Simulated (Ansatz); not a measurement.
# K8Ta5Nb3O24: the cost of one run

Method: density functional theory in Ansatz 0.2.0, PAW datasets, plane waves.

## 1. Starting point

40 atoms (8 K, 5 Ta, 3 Nb, 24 O); a = 7.972 Å, b = 7.972 Å, c = 7.972 Å, α = 90.00°, β = 90.00°, γ = 90.00°. All atoms were shaken off their sites by about 0.02 Å along each axis.

The runs, in order: (2) PBEsol cell relaxation at the single k point (¼, ¼, ¼), on 1 × NVIDIA GB300 Max-Q with 8 threads of Arm Neoverse-V2; (3) r²SCAN single point at the single k point (¼, ¼, ¼), on 1 × NVIDIA GB300 Max-Q with 8 threads of Arm Neoverse-V2.

## 2. Relaxing cell and atoms with PBEsol

File in.yaml:

```yaml
crystal:
  lattice:
    - [7.971669, 0.000000, 0.000000]
    - [0.000000, 7.971669, 0.000000]
    - [0.000000, 0.000000, 7.971669]
  atoms:
    - { symbol: K, position: [0.996596, 0.999979, 0.002793] }
    - { symbol: K, position: [0.000843, 0.999141, 0.500017] }
    - { symbol: K, position: [0.000564, 0.498899, 0.996637] }
    - { symbol: K, position: [0.002122, 0.502128, 0.501474] }
    - { symbol: K, position: [0.499099, 0.001613, 0.001785] }
    - { symbol: K, position: [0.501133, 0.005484, 0.503000] }
    - { symbol: K, position: [0.500538, 0.499341, 0.001188] }
    - { symbol: K, position: [0.499737, 0.498663, 0.499861] }
    - { symbol: Ta, position: [0.250179, 0.251212, 0.247423] }
    - { symbol: Ta, position: [0.247593, 0.752886, 0.254407] }
    - { symbol: Ta, position: [0.754745, 0.253470, 0.244707] }
    - { symbol: Ta, position: [0.751875, 0.247613, 0.750720] }
    - { symbol: Ta, position: [0.749332, 0.755070, 0.247327] }
    - { symbol: Nb, position: [0.246305, 0.250232, 0.750848] }
    - { symbol: Nb, position: [0.250007, 0.748799, 0.743950] }
    - { symbol: Nb, position: [0.750963, 0.748518, 0.750634] }
    - { symbol: O, position: [0.248289, 0.252057, 0.999586] }
    - { symbol: O, position: [0.251318, 0.249070, 0.502714] }
    - { symbol: O, position: [0.254227, 0.749974, 0.001282] }
    - { symbol: O, position: [0.253132, 0.748233, 0.503104] }
    - { symbol: O, position: [0.749783, 0.253129, 0.003150] }
    - { symbol: O, position: [0.751676, 0.253377, 0.499383] }
    - { symbol: O, position: [0.747398, 0.744959, 0.002997] }
    - { symbol: O, position: [0.746321, 0.745283, 0.503544] }
    - { symbol: O, position: [0.999654, 0.249481, 0.249379] }
    - { symbol: O, position: [0.996548, 0.252661, 0.749680] }
    - { symbol: O, position: [0.001661, 0.748631, 0.248985] }
    - { symbol: O, position: [0.001632, 0.751290, 0.751771] }
    - { symbol: O, position: [0.504552, 0.245067, 0.246517] }
    - { symbol: O, position: [0.498892, 0.251359, 0.751292] }
    - { symbol: O, position: [0.498557, 0.747653, 0.249031] }
    - { symbol: O, position: [0.499405, 0.752317, 0.748176] }
    - { symbol: O, position: [0.248387, 0.995766, 0.249573] }
    - { symbol: O, position: [0.246584, 0.001264, 0.751560] }
    - { symbol: O, position: [0.246267, 0.500325, 0.247786] }
    - { symbol: O, position: [0.250092, 0.498217, 0.749995] }
    - { symbol: O, position: [0.749061, 0.999865, 0.251899] }
    - { symbol: O, position: [0.747891, 0.000645, 0.747771] }
    - { symbol: O, position: [0.750133, 0.498775, 0.251786] }
    - { symbol: O, position: [0.751479, 0.498737, 0.754042] }
  symmetry: { detect: false }
kpoints:
  mp_grid: { grid: [1, 1, 1], shift: [0.25, 0.25, 0.25] }
hamiltonian:
  xc: pbesol
scf:
  occupations: { method: fermi_dirac, width: 0.01 }
relax:
  f_tol: 0.03
  max_steps: 80
  escape_saddle: false
  adjacent_minimum: "off"
  cell: { fix: [shape] }
output:
  forces: true
  eigenvalues: true
  populations: true
```

The run is started by

```bash
$ ansatz run in.yaml --threads 8 --pin off --max-ram 118750MiB --runs-dir r --events-out ev --progress --plain --backend cuda --devices 0,
```

What time and memory should one allow on 1 × NVIDIA GB300 Max-Q with 8 threads of Arm Neoverse-V2, shared host?

About 9.3 s, with a peak of 1.9 GiB on the host.
